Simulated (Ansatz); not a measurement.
**Lonsdaleite under LDA: from relaxation to bulk modulus**

Aim: take carbon in the lonsdaleite structure, relax it, solve it on a dense k-mesh, then scale the cell to 7 volumes from 88 to 112 % of the relaxed one and try a fit of the equation of state. Spin polarisation is left out. The k-meshes are 8×8×4 for the relaxation; 14×14×7 for the dense run; 13×13×7 for the volumes. The starting cell is the deposited one, from the Crystallography Open Database.

Method: DFT LDA (PW92), plane waves (420 eV) with PAW, scalar-relativistic; PBE-made PAW files, in Ansatz 0.2.0.

## 1. The starting structure

The structure is hexagonal, space group P6_3/mmc (No. 194). Conventional cell: a = 2.520 Å, b = 2.520 Å, c = 4.120 Å, α = 90.00°, β = 90.00°, γ = 120.00°. C (site symmetry 3m) has 4 C at 1.54 Å as nearest neighbours.

Coordinates:

```
CELL_PARAMETERS angstrom
2.52000 0.00000 0.00000
-1.26000 2.18238 0.00000
0.00000 0.00000 4.12000
ATOMIC_POSITIONS crystal
C 0.33333 0.66667 0.06250
C 0.66667 0.33333 0.56250
C 0.33333 0.66667 0.43750
C 0.66667 0.33333 0.93750
```

## 2. Geometry optimisation

Input file input.yaml:

```yaml
crystal:
  lattice:
    - [2.5199982604, 0.0, 0.0]
    - [-1.2599991302, 2.182382511, 0.0]
    - [0.0, 0.0, 4.12]
  atoms:
    - { symbol: C, position: [0.3333333333, 0.6666666667, 0.0625] }
    - { symbol: C, position: [0.6666666667, 0.3333333333, 0.5625] }
    - { symbol: C, position: [0.3333333333, 0.6666666667, 0.4375] }
    - { symbol: C, position: [0.6666666667, 0.3333333333, 0.9375] }
hamiltonian:
  xc: lda
  pseudopotentials:
    kind: paw
    azcp:
      C: "pseudopotentials/C.paw.azcp"
basis:
  ecutwfc: 420
  fft_grid_basis: typed
kpoints:
  mp_grid: { grid: [8, 8, 4], shift: [0, 0, 0] }
magnetization:
  spin_polarized: false
scf:
  occupations: { method: fermi_dirac, width: 0.05 }
relax:
  max_steps: 60
  f_tol: 0.01
  cell: {}
output:
  write_density: true
  write_potential: true
  elf: true
  volumetric_format: npy
```

Further steps of the session: Single point on a dense mesh; The cell scaled to 88 % of its volume; The cell scaled to 92 % of its volume; The cell scaled to 96 % of its volume; The cell scaled to 100 % of its volume; The cell scaled to 104 % of its volume; The cell scaled to 108 % of its volume; The cell scaled to 112 % of its volume.

Before running it: what results should come out? Wanted: space group; conventional cell; volume; shortest distance; gap on the mesh; relative to graphite; V₀, B₀, B₀′.

The runs gave:

| quantity | value |
| --- | --- |
| space group (spins left aside) | P6_3/mmc (No. 194) |
| conventional cell | a = 2.483 Å, c = 4.136 Å (c/a = 1.666) |
| volume | 5.523 Å³/atom |
| shortest distance | 1.525 Å |
| against the deposited volume | -2.5 % (5.665 Å³/atom) |
| gap on the mesh | 3.15 eV |
| relative to graphite | +16 meV/atom |
| V₀, B₀, B₀′ | 5.522 Å³/atom, 468 GPa, 3.7 |

**Reading.** The relaxed volume lies 2.5 % below the deposited cell. Overbinding of this kind is usual for LDA. The deposited cell holds zero-point motion and, unless taken cold, thermal expansion, which account for some of this. Against the reference form of carbon (graphite, computed apart with the same settings) it stands 16 meV/atom higher. The mesh shows a gap of 3.15 eV. The mesh holds neither K nor H, where hexagonal and trigonal crystals often have their band edges, so the true gap at this level can be much smaller. B₀ comes out at 468 GPa, among the stiffest elements; letting shape and positions relax at each volume could only lower it. Relaxation kept the symmetry; phonons were not checked.
